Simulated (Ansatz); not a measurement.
# CuO: the cost of one run

Computed with Ansatz 0.2.0, Gaussian basis. Level: def2-TZVPP, core rule «outside noble gas», up to 10 orbitals frozen.

To be run: UHF; ROHF; CCSD(T) on UHF.

2 further runs of the same task are left out: 2 set aside as unsound or not needed.

**1. The geometry**

The geometry is a PBE0/def2-TZVP stationary point (not a proven minimum).

2 atoms, charge 1, spin multiplicity 3.

Atoms are counted from 1 here; the program's logs count them from 0.

Bond lengths: Cu1–O2 1.812 Å.

**2. UHF**

in.yaml reads:

```yaml
crystal:
  periodic: [false, false, false]
  atoms:
    - {symbol: Cu, position_ang: [0.000000, 0.000000, 0.000000]}
    - {symbol: O, position_ang: [0.000000, 0.000000, 1.811600]}
basis:
  gaussian: {orbitals: def2-TZVPP}
total_charge: 1
magnetization: {spin_polarized: true, initial_magnetization: 2}
hamiltonian: {xc: hf}
output: {orbitals: {seedname: orbitals}}
```

Launch:

```
$ ansatz run in.yaml --threads 1 --pin off --events-out ev --progress --plain --max-ram 4096MiB --backend cpu
```

What time and memory should one allow on 1 thread of AMD EPYC 7R13, shared host?

About 7 s, with a peak of 0.28 GiB.
